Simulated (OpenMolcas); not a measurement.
**CH5BN2 (SMILES NC1BN1): levels of theory compared**

We compute a comparison of 6 runs (HF/3-21G, HF/cc-pVDZ, B2PLYP/cc-pVDZ, B3LYP/cc-pVDZ, BHLYP/cc-pVDZ, r2SCAN/cc-pVDZ) of CH5BN2. 

The results are computed with OpenMolcas 26.06.

1 further run of the same task is left out (set aside as unsound or not needed).

## 1. The molecule

CH5BN2: 9 atoms, total charge 0, spin state singlet. As SMILES, `NC1BN1`. Geometry: relaxed at PBE0-D4/def2-TZVP. This is one conformer, not always the lowest.

Bond lengths: N1–C2 1.431 Å, C2–B3 1.561 Å, C2–N4 1.467 Å, B3–N4 1.341 Å, N1–H5 1.010 Å, N1–H6 1.010 Å, C2–H7 1.092 Å, B3–H8 1.184 Å, N4–H9 1.004 Å. Some angles: N1–C2–B3 121.1°, N1–C2–N4 117.3°, B3–C2–N4 52.5°, C2–B3–N4 60.2°, C2–N4–B3 67.4°, N1–C2–H7 115.1°, B3–C2–H7 121.0°, N4–C2–H7 113.6°, C2–N1–H5 112.4°, C2–N1–H6 112.7°.

## 2. Energy and forces at HF/3-21G (run 1)

File test.input:

```
&gateway
 baslib = $CurrDir
 coord
 9
 angstrom
 N        0.142900       1.194400      -0.640600
 C       -0.364200      -0.077200      -0.222300
 B        0.591200      -1.194100       0.303200
 N       -0.130500      -0.469900       1.171500
 H        0.784000       1.117400      -1.417000
 H       -0.589900       1.842600      -0.892400
 H       -1.366400      -0.317200      -0.582700
 H        1.414200      -2.039000       0.194700
 H       -0.392800      -0.103200       2.068300
 basis = 3-21G
 group = NoSym

&seward

&scf
 thresholds = 1e-10 1e-07 1e-07 1e-05
 prorbitals = 1

&alaska
```

The basis set 3-21G is read from a file made from the Basis Set Exchange's data (not shown).

Started as:

```bash
export MOLCAS_MEM=1860
pymolcas test.input > test.log
```

The program printed:

```text
--- Start Module: gateway ---
[...]
--- Stop Module: gateway /rc=_RC_ALL_IS_WELL_ ---
[...]
      Basis functions           46
[...]
--- Start Module: scf ---
[...]
       Convergence after  14 Iterations
[...]
::    Total SCF energy                               -173.3385050008
[...]
      Total spin, S                                     0.0000000000
[...]
      Total electronic charge=   30.000000
      Total            charge=   -0.000000
[...]
      Dipole Moment (debye):
      Origin of the operator (angstrom)=    0.0385   -0.0611    0.1333
                   X= -1.0094E+00               Y=  2.6114E-01               Z= -5.0625E-01           Total=  1.1590E+00
      Quadrupole Moment (debye*angstrom):
[...]
--- Stop Module: scf /rc=_RC_ALL_IS_WELL_ ---
[...]
--- Start Module: alaska ---
[...]
 *              Molecular gradients               *
 **************************************************
  Irreducible representation: a
 ------------------------------------------------------------------------------------------
                              X                       Y                       Z
 ------------------------------------------------------------------------------------------
  N1                2.26871794755512E-03   -8.12054021785613E-03    1.96510585057987E-02
  C2                1.87618147912545E-02    1.49196810999030E-03    1.39638224976095E-02
  B3               -2.15779101133071E-02    1.99762547603850E-02    4.93816803749692E-03
  N4                1.26156457105679E-02   -9.86640059829247E-03   -3.57941295518076E-02
  H5               -1.39712578013218E-03   -1.58553049991171E-03   -5.21284133384325E-03
  H6               -3.85189139602060E-03   -1.69917612608028E-03   -5.69506621661131E-03
  H7               -7.21937710178056E-03   -1.94582443481939E-03   -2.08129502917198E-03
  H8                4.35284010996728E-03   -3.79712486683781E-03    8.28742618765810E-04
[...]
--- Stop Module: alaska /rc=_RC_ALL_IS_WELL_ ---
[...]
```

Run time: 3.9 s. Hardware: 1 thread of AMD EPYC 7R43 (Zen 3), shared host; peak memory 0.38 GiB.

## 3. Energy and gradient at HF/cc-pVDZ (run 2)

File job.inp:

```
* CH5BN2 Hartree-Fock
>>> EXPORT MOLCAS_PRINT=2

&GATEWAY
  BasLib
  $CurrDir
  Coord
  9
  angstrom
  N        0.142900       1.194400      -0.640600
  C       -0.364200      -0.077200      -0.222300
  B        0.591200      -1.194100       0.303200
  N       -0.130500      -0.469900       1.171500
  H        0.784000       1.117400      -1.417000
  H       -0.589900       1.842600      -0.892400
  H       -1.366400      -0.317200      -0.582700
  H        1.414200      -2.039000       0.194700
  H       -0.392800      -0.103200       2.068300
  Basis
  cc-pVDZ
  Group
  NoSym

&SEWARD

&SCF
  Thresholds
  1e-10 1e-07 1e-07 1e-05
  PrOrbitals
  1 2

&ALASKA
```

The basis set cc-pVDZ is read from a file made from the Basis Set Exchange's data (not shown).

Started as:

```bash
export MOLCAS_MEM=1860
pymolcas job.inp > job.log
```

The program printed:

```text
--- Start Module: gateway ---
[...]
--- Stop Module: gateway /rc=_RC_ALL_IS_WELL_ ---
[...]
      Basis functions           81
[...]
--- Start Module: scf ---
[...]
       Convergence after  13 Iterations
[...]
::    Total SCF energy                               -174.3314125086
[...]
      Total spin, S                                     0.0000000000
[...]
      Total electronic charge=   30.000000
      Total            charge=   -0.000000
[...]
      Dipole Moment (debye):
      Origin of the operator (angstrom)=    0.0385   -0.0611    0.1333
                   X= -8.5517E-01               Y=  3.5608E-01               Z= -2.9979E-01           Total=  9.7364E-01
      Quadrupole Moment (debye*angstrom):
[...]
--- Stop Module: scf /rc=_RC_ALL_IS_WELL_ ---
[...]
--- Start Module: alaska ---
[...]
 *              Molecular gradients               *
 **************************************************
  Irreducible representation: a
 ------------------------------------------------------------------------------------------
                              X                       Y                       Z
 ------------------------------------------------------------------------------------------
  N1               -1.10608045799587E-03   -6.17437202016102E-03    3.18227792450237E-03
  C2                1.08795909607107E-03    2.12765971454805E-03   -8.30129727442674E-04
  B3               -4.26423202788406E-04   -3.25848323659450E-04   -4.32079123855456E-03
  N4                3.28229824081827E-03   -2.51172525098065E-03   -1.97285081046239E-03
  H5                5.87291620737362E-03   -3.85493570682290E-04   -3.03238027628039E-03
  H6               -4.81288451818696E-03    4.30095633147687E-03   -3.61717186960986E-04
  H7               -9.18078049951365E-04   -6.76579571195157E-04   -3.06764843749363E-04
  H8               -2.67242210840735E-04    6.86712908588127E-04    7.27773219527994E-04
[...]
--- Stop Module: alaska /rc=_RC_ALL_IS_WELL_ ---
[...]
```

It took 12 s on 1 thread of AMD EPYC 7R43 (Zen 3), shared host; peak memory 0.45 GiB.

Runs 3 to 4 aren't shown in full; the table further down has their settings and results.

## 4. Energy and gradient at BHLYP/cc-pVDZ (run 5)

File test.inp:

```
* CH5BN2 Kohn-Sham DFT
>>> EXPORT MOLCAS_PRINT=2
&GATEWAY
BASLIB=$CurrDir
COORD
9
angstrom
N        0.142900       1.194400      -0.640600
C       -0.364200      -0.077200      -0.222300
B        0.591200      -1.194100       0.303200
N       -0.130500      -0.469900       1.171500
H        0.784000       1.117400      -1.417000
H       -0.589900       1.842600      -0.892400
H       -1.366400      -0.317200      -0.582700
H        1.414200      -2.039000       0.194700
H       -0.392800      -0.103200       2.068300
BASIS=cc-pVDZ
GROUP=NoSym
&SEWARD
GRIDINPUT
Grid=UltraFine
End of Grid
&SCF
KSDFT=HYB_GGA_XC_BHANDHLYP
THRESHOLDS=1e-10 1e-07 1e-07 1e-05
PRORBITALS=1
&ALASKA
```

The basis set cc-pVDZ is read from a file made from the Basis Set Exchange's data (not shown).

Started as:

```bash
export MOLCAS_MEM=1860
pymolcas test.inp > test.log
```

The program printed:

```text
--- Start Module: gateway ---
[...]
--- Stop Module: gateway /rc=_RC_ALL_IS_WELL_ ---
[...]
      Basis functions           81
[...]
--- Start Module: scf ---
[...]
       Convergence after  14 Iterations
[...]
::    Total KS-DFT energy                            -175.3333230574
[...]
      Total spin, S                                     0.0000000000
[...]
      Total electronic charge=   30.000000
      Total            charge=   -0.000000
[...]
      Dipole Moment (debye):
      Origin of the operator (angstrom)=    0.0385   -0.0611    0.1333
                   X= -9.0164E-01               Y=  5.2996E-01               Z= -1.7861E-01           Total=  1.0610E+00
      Quadrupole Moment (debye*angstrom):
[...]
--- Stop Module: scf /rc=_RC_ALL_IS_WELL_ ---
[...]
--- Start Module: alaska ---
[...]
 *              Molecular gradients               *
 **************************************************
  Irreducible representation: a
 ------------------------------------------------------------------------------------------
                              X                       Y                       Z
 ------------------------------------------------------------------------------------------
  N1               -9.32626750855814E-04   -7.86856517164480E-04   -3.04744177421812E-03
  C2               -4.44550647286768E-04   -1.23227966815020E-03    1.33915616728952E-03
  B3               -6.03691883130253E-04    1.34659693074468E-04   -2.62066106847625E-03
  N4                3.46141063843675E-04   -1.16373683594295E-04    1.17446090899342E-03
  H5                1.88540127164893E-03    8.43079814195754E-05    6.36354933405414E-04
  H6               -8.23678577841047E-04    1.01166266825725E-03    1.09297473944214E-03
  H7                9.90150963476655E-04    2.67856263943100E-04    1.47775201055245E-04
  H8                3.20129463573071E-04   -5.93946182370075E-05    2.31250377602854E-04
[...]
--- Stop Module: alaska /rc=_RC_ALL_IS_WELL_ ---
[...]
```

Run time: 44 s. Hardware: 1 thread of AMD EPYC 7R43 (Zen 3), shared host; peak memory 0.45 GiB.

## 5. Energy and gradient at r2SCAN/cc-pVDZ (run 6)

File run.input:

```
* CH5BN2 Kohn-Sham DFT

&GATEWAY
  BasLib = $CurrDir
  Coord
  9
  angstrom
  N        0.142900       1.194400      -0.640600
  C       -0.364200      -0.077200      -0.222300
  B        0.591200      -1.194100       0.303200
  N       -0.130500      -0.469900       1.171500
  H        0.784000       1.117400      -1.417000
  H       -0.589900       1.842600      -0.892400
  H       -1.366400      -0.317200      -0.582700
  H        1.414200      -2.039000       0.194700
  H       -0.392800      -0.103200       2.068300
  Basis = cc-pVDZ
  Group = NoSym

&SEWARD
  GridInput
  Grid=UltraFine
  End of Grid

&SCF
  KSDFT = 2
  1.0 MGGA_X_R2SCAN
  1.0 MGGA_C_R2SCAN
  Thresholds = 1e-10 1e-07 1e-07 1e-05
  PrOrbitals = 1 1

&ALASKA
```

The basis set cc-pVDZ is read from a file made from the Basis Set Exchange's data (not shown).

Started as:

```bash
export MOLCAS_MEM=1860
pymolcas run.input > run.log
```

The program printed:

```text
--- Start Module: gateway ---
[...]
--- Stop Module: gateway /rc=_RC_ALL_IS_WELL_ ---
[...]
      Basis functions           81
[...]
--- Start Module: scf ---
[...]
       Convergence after  15 Iterations
[...]
::    Total KS-DFT energy                            -175.3353521683
[...]
      Total spin, S                                     0.0000000000
[...]
      Total electronic charge=   30.000000
      Total            charge=   -0.000000
[...]
      Dipole Moment (debye):
      Origin of the operator (angstrom)=    0.0385   -0.0611    0.1333
                   X= -9.3598E-01               Y=  6.8848E-01               Z= -1.0159E-01           Total=  1.1664E+00
      Quadrupole Moment (debye*angstrom):
[...]
--- Stop Module: scf /rc=_RC_ALL_IS_WELL_ ---
[...]
--- Start Module: alaska ---
[...]
 *              Molecular gradients               *
 **************************************************
  Irreducible representation: a
 ------------------------------------------------------------------------------------------
                              X                       Y                       Z
 ------------------------------------------------------------------------------------------
  N1               -4.48521126089263E-03   -1.24239682036809E-03   -1.06646088418599E-02
  C2                1.41369535069380E-04   -3.65163054572926E-03    7.77336350425584E-03
  B3               -5.72437609677401E-03    5.99469697543142E-03    4.12738808536872E-03
  N4                1.50708253064291E-03   -1.25319989750794E-04   -5.91852492890332E-03
  H5               -3.40958177172457E-03    7.02544872631546E-04    6.68752513608339E-03
  H6                5.27865794853533E-03   -3.79986037309710E-03    3.68950926132183E-03
  H7                7.58134030137381E-03    2.10907950332984E-03    2.06187142102832E-03
  H8               -2.99678341433607E-03    3.06903412705761E-03    1.08853954314536E-04
[...]
--- Stop Module: alaska /rc=_RC_ALL_IS_WELL_ ---
[...]
```

Run time: 60 s. Hardware: 1 thread of AMD EPYC 7R43 (Zen 3), shared host; peak memory 0.45 GiB.

## 6. Overview of the runs

```
run           level      task  frozen core orbitals  energy (Eh)  dipole moment (D)  HOMO energy (eV)  LUMO energy (eV)  wall time
  1        HF/3-21G  gradient                     –  -173.338505               1.16             -9.97              4.76      3.9 s
  2      HF/cc-pVDZ  gradient                     –  -174.331413               0.97            -10.09              4.23       12 s
  3  B2PLYP/cc-pVDZ    energy                     4  -175.248443               1.06             -7.88              2.03       35 s
  4   B3LYP/cc-pVDZ  gradient                     –  -175.441368               1.15             -6.27              0.42       48 s
  5   BHLYP/cc-pVDZ  gradient                     –  -175.333323               1.06             -7.93              1.70       44 s
  6  r2SCAN/cc-pVDZ  gradient                     –  -175.335352               1.17             -5.37             -0.02       60 s
```

## 7. Outcome

```
                       quantity          value
            run 6: total energy  -175.33535 Eh
           run 6: dipole moment         1.17 D
             run 6: HOMO energy       -5.37 eV
             run 6: LUMO energy       -0.02 eV
           run 6: HOMO–LUMO gap        5.35 eV
run 6: largest force on an atom     0.598 eV/Å
```

In words: The dipole moment (its size) runs from 0.97 D (HF/cc-pVDZ) to 1.17 D (r2SCAN/cc-pVDZ). The HOMO–LUMO gap runs from 5.35 eV (r2SCAN/cc-pVDZ) to 14.73 eV (HF/3-21G). The two ends differ in method and basis. For B2PLYP the log adds the whole second-order term; the table takes 0.27 of it, as the functional is defined. Totals of different functionals can't be ranked against each other. All runs together took 3.4 min, the longest 60 s.
